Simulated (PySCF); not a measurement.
**One shape, several levels: CH7AlOSSi (SMILES [AlH2][CH](S)O[SiH3])**

Aim: a comparison of 6 runs (HF/6-31+G*, HF/def2-SVP, B3LYP/6-31G*, B3LYP/def2-SVP, PBE0/def2-SVP, MP2/6-31G**) of CH7AlOSSi. 

The results are computed with PySCF 2.14.0.

1 further run of the same task is left out (it didn't finish).

## (1) Starting point

CH7AlOSSi has 12 atoms, charge 0, and is taken as a singlet. As SMILES, `[AlH2][CH](S)O[SiH3]`. The shape is that of a PBE0-D4/def2-TZVP optimisation. This is one conformer, not always the lowest.

Bond lengths: Al1–C2 1.967 Å, C2–S3 1.914 Å, C2–O4 1.378 Å, O4–Si5 1.660 Å, Al1–H6 1.584 Å, Al1–H7 1.584 Å, C2–H8 1.098 Å, S3–H9 1.347 Å, Si5–H10 1.480 Å, Si5–H11 1.485 Å, Si5–H12 1.488 Å. Some angles: Al1–C2–S3 80.2°, Al1–C2–O4 126.9°, S3–C2–O4 113.8°, C2–O4–Si5 123.6°, Al1–C2–H8 114.5°, S3–C2–H8 100.2°, O4–C2–H8 112.7°, C2–Al1–H6 117.6°, C2–Al1–H7 116.8°, C2–S3–H9 95.1°.

## (2) Energy and gradient at HF/6-31+G(d) (spherical functions) (run 1)

File input.xyz:

```xyz
12

Al    -1.395700     1.517800     1.169400
C     -0.425900     0.444900    -0.164500
S     -1.353100    -0.949100     0.763200
O      0.936800     0.253200    -0.238900
Si     1.650400    -0.923800    -1.166900
H     -0.709300     1.728000     2.581800
H     -2.756200     2.178800     0.700400
H     -0.916200     0.385000    -1.145600
H     -0.548300    -0.930000     1.842800
H      3.058500    -0.503700    -1.341300
H      1.589900    -2.245200    -0.491900
H      0.946100    -1.011000    -2.474500
```

File job.py:

```python
import pyscf.grad
from pyscf import gto, scf

mol = gto.M(
    atom='input.xyz',
    verbose=4,
    max_memory=1860,
    charge=0,
    spin=0,
    basis='6-31+g*',
)

mf = scf.RHF(mol)
mf.conv_tol = 1e-10
mf.kernel()
if not mf.converged:
    mf = mf.newton().run(mf.mo_coeff, mf.mo_occ)

e_tot = mf.e_tot
print(f'total energy: {e_tot:.8f} hartree')
grad = mf.Gradients().kernel()
dip = mf.dip_moment()
pop, q = mf.mulliken_pop()
```

Run with:

```
$ OMP_NUM_THREADS=1 python job.py
```

Log:

```text
PySCF version 2.14.0

[... 70 lines left out ...]
converged SCF energy = -1045.12924819388
total energy: -1045.12924819 hartree
[... 11 lines left out ...]
Dipole moment(X, Y, Z, Debye):  0.64983, -0.80654, -0.86305
[... 129 lines left out ...]
charge of   11H =     -0.15480
```

Wall time 85 s (1 thread of Intel Xeon at 2.50GHz (Skylake/Cascade Lake), shared host); peak memory 0.29 GiB.

## (3) Energy and gradient at HF/def2-SVP (run 2)

File calc.py:

```python
import pyscf.grad
from pyscf import gto, scf

mol = gto.M(
    atom='''
Al    -1.395700     1.517800     1.169400
C     -0.425900     0.444900    -0.164500
S     -1.353100    -0.949100     0.763200
O      0.936800     0.253200    -0.238900
Si     1.650400    -0.923800    -1.166900
H     -0.709300     1.728000     2.581800
H     -2.756200     2.178800     0.700400
H     -0.916200     0.385000    -1.145600
H     -0.548300    -0.930000     1.842800
H      3.058500    -0.503700    -1.341300
H      1.589900    -2.245200    -0.491900
H      0.946100    -1.011000    -2.474500
''',
    basis='def2-svp',
    spin=0,
    max_memory=1860,
    verbose=3,
)

myscf = scf.RHF(mol)
myscf.conv_tol = 1e-10
myscf.kernel()
if not myscf.converged:
    myscf = myscf.newton().run(myscf.mo_coeff, myscf.mo_occ)

e_final = myscf.e_tot
print(f'total energy: {e_final:.8f} hartree')
grad = myscf.Gradients().kernel()
dip = myscf.dip_moment()
pop, q = myscf.mulliken_pop()
```

Run with:

```
$ OMP_NUM_THREADS=1 python calc.py
```

Log:

```text
converged SCF energy = -1044.80246972561
total energy: -1044.80246973 hartree
[... 8 lines left out ...]
Dipole moment(X, Y, Z, Debye):  0.67164, -0.94586, -0.85738
[... 130 lines left out ...]
charge of   11H =     -0.16377
```

Run time: 41 s. Hardware: 1 thread of Intel Xeon at 2.50GHz (Skylake/Cascade Lake), shared host; peak memory 0.3 GiB.

Runs 3 to 5 aren't shown in full; the table further down has their settings and results.

## (4) Energy and gradient at MP2/6-31G(d,p) (spherical functions) (run 6)

Changes to input.xyz since step 2:

```diff
@@ -1,3 +1,3 @@
 12
-
+CH7AlOSSi
 Al    -1.395700     1.517800     1.169400
```

File run.py:

```python
import pyscf.grad
from pyscf import gto, scf, mp

system = gto.Mole()
system.atom = 'input.xyz'
system.basis = '6-31g**'
system.verbose = 3
system.max_memory = 1860
system.build()

hf = scf.RHF(system)
hf.conv_tol = 1e-10
hf.kernel()
if not hf.converged:
    hf = hf.newton().run(hf.mo_coeff, hf.mo_occ)

pt = mp.MP2(hf, frozen=17).run()
etot = pt.e_tot
print('Final energy', etot)
grad = pt.Gradients().kernel()
dip = hf.dip_moment()
pop, q = hf.mulliken_pop()
```

Run with:

```
$ OMP_NUM_THREADS=1 python run.py
```

Log:

```text
converged SCF energy = -1045.13612442899
[... 2 lines left out ...]
Final energy -1045.7404786358773
[... 8 lines left out ...]
Dipole moment(X, Y, Z, Debye):  0.67830, -0.77077, -0.87888
[... 130 lines left out ...]
charge of   11H =     -0.19337
```

It took 2.3 min on 1 thread of Intel Xeon at 2.50GHz (Skylake/Cascade Lake), shared host; peak memory 1.1 GiB.

## (5) Overview of the runs

```csv
run,level,Cartesian functions,integration grid,energy (Eh),dipole moment (D) of the reference,HOMO energy (eV),LUMO energy (eV),wall time
1,HF/6-31+G* (spherical functions),no,–,-1045.129248,1.35,-9.97,1.34,85 s
2,HF/def2-SVP,no,–,-1044.802470,1.44,-9.99,2.49,41 s
3,B3LYP/6-31G* (Cartesian functions),yes,5,-1047.654798,1.63,-6.79,-0.58,1.7 min
4,B3LYP/def2-SVP,no,5,-1047.331181,1.66,-6.85,-0.47,2 min
5,PBE0/def2-SVP,no,5,-1046.760050,1.67,-7.11,-0.30,2 min
6,MP2/6-31G** (spherical functions),no,–,-1045.740479,1.35,-9.89,2.20,2.3 min
```

## (6) Outcome

| quantity | value |
| --- | --- |
| run 6: total energy | -1045.74048 Eh |
| run 6: dipole moment (Hartree–Fock density) | 1.35 D |
| run 6: HOMO energy (Hartree–Fock orbitals) | -9.89 eV |
| run 6: LUMO energy (Hartree–Fock orbitals) | 2.20 eV |
| run 6: HOMO–LUMO gap (Hartree–Fock orbitals) | 12.08 eV |
| run 6: correlation energy (17 core orbitals frozen) | -604.4 mEh |
| run 6: largest force on an atom | 0.900 eV/Å |

**Reading.** Over runs 1, 2, 3, 4, 5 the dipole moment (its size) runs from 1.35 D (HF/6-31+G*) to 1.67 D (PBE0/def2-SVP). The two ends differ in method and basis. Over runs 1, 2, 3, 4, 5 the HOMO–LUMO gap runs from 6.21 eV (B3LYP/6-31G*) to 12.48 eV (HF/def2-SVP). Totals of different functionals can't be ranked against each other. All runs together took 10 min, the longest 2.3 min.
